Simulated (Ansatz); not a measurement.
# C2H7AlFN: the cost of one run

All numbers are computed with the Python package of Ansatz 0.2.0. Level of theory: Hartree-Fock/6-31G*.

## (1) Starting point

Bond lengths: C1–Al2 1.959 Å, Al2–C3 1.999 Å, C3–N4 1.453 Å, C3–F5 1.357 Å, C1–H6 1.089 Å, C1–H7 1.082 Å, C1–H8 1.165 Å, Al2–H9 1.637 Å, C3–H10 1.152 Å, N4–H11 1.004 Å, N4–H12 1.010 Å. Angles (14 of 18 angles, heavy atoms first): C1–Al2–C3 119.7°, Al2–C3–N4 111.8°, Al2–C3–F5 110.1°, N4–C3–F5 112.0°, C1–Al2–H9 119.2°, C3–Al2–H9 121.1°, Al2–C1–H6 111.7°, Al2–C1–H7 110.9°, Al2–C1–H8 105.9°, Al2–C3–H10 106.7°, N4–C3–H10 106.7°, F5–C3–H10 109.3°, C3–N4–H11 110.7°, C3–N4–H12 108.6°.

The script holds or builds the structure itself.

## (2) The code

c2h7alfn.py

```python
# -*- coding: utf-8 -*-
import argparse

import ansatz as az
import numpy as np
import pandas as pd

parser = argparse.ArgumentParser(description='Minimum-energy structure of C2H7AlFN.')
parser.add_argument('--basis', default='6-31G*', help='basis')
parser.add_argument('--functional', default='HF', help='exchange-correlation functional')
args = parser.parse_args()


def main():
    mol = (
        az.Crystal.molecule()
        .atom('C', (-1.6793, -0.8174, 0.9942))
        .atom('Al', (0.0939, 0.0139, 1.0594))
        .atom('C', (0.8491, 0.8632, -0.5845))
        .atom('N', (1.031, -0.1022, -1.6557))
        .atom('F', (0.0737, 1.9087, -0.9688))
        .atom('H', (-1.9913, -1.1788, 1.9725))
        .atom('H', (-1.7216, -1.5751, 0.2231))
        .atom('H', (-2.4201, 0.0329, 0.7021))
        .atom('H', (0.9388, -0.0147, 2.4609))
        .atom('H', (1.8983, 1.2498, -0.3064))
        .atom('H', (1.6705, -0.8244, -1.3782))
        .atom('H', (1.334, 0.389, -2.4846))
    )

    calc = (
        mol.calculation()
        .basis(gaussian=args.basis)
        .functional(args.functional)
    )
    symbols = [site.symbol for site in mol.cartesian_sites]
    start = np.array([site.position_ang for site in mol.cartesian_sites], dtype=float)
    def progress(event):
        if event['event'] == 'relax_step':
            row = event['data']
            print(f'step {row["step"]:3d}  E = {row["lagrangian_ev"]:.6f} eV  max force {row["allowed_force_max_ev_ang"]:.4f} eV/A')


    data = calc.relax(force_tolerance=0.02).session().plan().execute(on_event=progress).report
    end = np.array(data['positions_ang'])

    print('reference energy %16.6f eV' % data['reference_energy_ev'])
    print('total energy     %16.6f eV' % data['free_energy_ev'])
    print('occupied (up, down):', data['n_occupied'], ' virtual:', data['n_virtual'], ' frozen:', data['n_frozen'])

    print('final positions (A) and the move of each atom')
    for symbol, xyz, old in zip(symbols, end, start):
        print(f'{symbol:2s} {xyz[0]:10.5f} {xyz[1]:10.5f} {xyz[2]:10.5f}   {np.linalg.norm(xyz - old):7.4f}')

    charges = data['charge_distribution']
    table = pd.DataFrame({'atom': symbols, 'mulliken': charges['mulliken_charges_e'], 'lowdin': charges['lowdin_charges_e']})
    print(table.round(3).to_string())
    print('dipole (e A):', np.round(charges['dipole_moment_e_ang'], 4) + 0.0)


if __name__ == '__main__':
    main()
```

## (3) The input behind the calls

The package turns the script's settings into the engine's input:

```yaml
crystal:
  periodic: [false, false, false]
  atoms:
    - { symbol: C, position_ang: [-1.6793, -0.8174, 0.9942] }
    - { symbol: Al, position_ang: [0.0939, 0.0139, 1.0594] }
    - { symbol: C, position_ang: [0.8491, 0.8632, -0.5845] }
    - { symbol: "N", position_ang: [1.031, -0.1022, -1.6557] }
    - { symbol: F, position_ang: [0.0737, 1.9087, -0.9688] }
    - { symbol: H, position_ang: [-1.9913, -1.1788, 1.9725] }
    - { symbol: H, position_ang: [-1.7216, -1.5751, 0.2231] }
    - { symbol: H, position_ang: [-2.4201, 0.0329, 0.7021] }
    - { symbol: H, position_ang: [0.9388, -0.0147, 2.4609] }
    - { symbol: H, position_ang: [1.8983, 1.2498, -0.3064] }
    - { symbol: H, position_ang: [1.6705, -0.8244, -1.3782] }
    - { symbol: H, position_ang: [1.334, 0.389, -2.4846] }
basis:
  gaussian:
    orbitals: "6-31G*"
hamiltonian:
  xc: hf
relax:
  f_tol: 0.02
```

## (4) The run

Run with:

```
python c2h7alfn.py
```

What time and memory should one allow on 1 thread of Intel Xeon Platinum 8375C at 2.90GHz (Ice Lake), shared host?

About 2.4 min, with a peak of 0.29 GiB.
